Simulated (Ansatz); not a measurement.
# GaNH (quartet): from Hartree-Fock to the top rungs at a displaced geometry (v1), cc-pVDZ

The task here is to estimate one member of a computed series from the others.

Computed with Ansatz 0.2.0, Gaussian basis. Level: cc-pVDZ, core rule «outside noble gas», up to 15 orbitals frozen.

To be run: UHF; CCSD(T) on ROHF; CCSD(T) on UHF; BCCD(T) on ROHF; CISD; CCSDT(Q) on ROHF; CCSDT(Q) on UHF; CASSCF and MRCISD+Q, 9 electrons in 9 orbitals; CASSCF and NEVPT2, 9 electrons in 9 orbitals.

21 further runs of the same task are left out: 8 for a known fault of the program, 3 that didn't finish, 10 set aside as unsound or not needed.

**The system**

The geometry is a PBE0/def2-TZVP stationary point (not a proven minimum) with its atoms shifted at random (size 0.040 Å). No spin-orbit coupling is included. The filled d shell of Ga may be among the frozen orbitals whatever the setting's name suggests; the logs give the count.

3 atoms, charge 0, spin multiplicity 4.

Atoms are counted from 1 here; the program's logs count them from 0.

Bond lengths: N1–Ga2 2.069 Å, N1–H3 1.062 Å. Angles: Ga2–N1–H3 100.2°.

The first run:

in.yaml

```yaml
crystal:
  periodic: [false, false, false]
  atoms:
    - {symbol: N, position_ang: [0.000125, -0.116819, 1.695897]}
    - {symbol: Ga, position_ang: [-0.000708, 0.010264, -0.368848]}
    - {symbol: H, position_ang: [0.047256, 0.913385, 1.947783]}
basis:
  gaussian: {orbitals: cc-pVDZ}
magnetization: {spin_polarized: true, initial_magnetization: 3}
hamiltonian: {xc: hf}
output: {orbitals: {seedname: orbitals}}
```

The run is started by

```console
> ansatz run in.yaml --threads 1 --pin off --events-out ev --progress --plain --max-ram 2393MiB
```

Steps of the session up to this table: UHF; CCSD(T) on ROHF; CCSD(T) on UHF; BCCD(T) on ROHF; CISD; CCSDT(Q) on ROHF; CCSDT(Q) on UHF; CASSCF and MRCISD+Q, 9 electrons in 9 orbitals; CASSCF and NEVPT2, 9 electrons in 9 orbitals.

One of the session's tables, all rows but one given; the rest of the session is left out.

| method | from UCCSDT(Q) (meV) |
| --- | --- |
| ROHF | +5641.2 |
| UHF | +5204.0 |
| RMP2 | +1086.8 |
| UMP2 | +1031.3 |
| RCCSD | +194.3 |
| UCCSD | +176.0 |
| RCCSD(T) | +54.6 |
| UCCSD(T) | +42.0 |
| BCCD(T) | +53.3 |
| RCCSDT | +24.3 |
| UCCSDT | ? |
| RCCSDT(Q) | +11.7 |
| UCCSDT(Q) | 0 |
| CASSCF valence | +3554.5 |
| NEVPT2 valence | +803.9 |
| MRCISD valence | +243.5 |
| MRCISD+Q valence | +59.7 |

**Question.** Estimate the row for UCCSDT.

As computed: from UCCSDT(Q) (meV): +12.2. In the column «from UCCSDT(Q) (meV)» it lies between RCCSDT(Q) (+11.7) and RCCSDT (+24.3).

Among the levels timed on like hardware and quicker than the yardstick, those that no quicker one beats, quickest first: UCCSD(T) (5.5 s, +42.0 meV).

Not comparable, so not listed: CISD (they don't share determinant, frozen orbitals or solution with the rows shown, or repeat one).

Caveats from the session: Of the multireference levels listed MRCISD+Q valence comes nearest in total energy (+59.7 meV), which doesn't show that its space is the better one. Restricted and unrestricted rows rest on different reference determinants; where their highest levels disagree by more than a few hundredths of an eV, they describe different states and don't form one ladder.
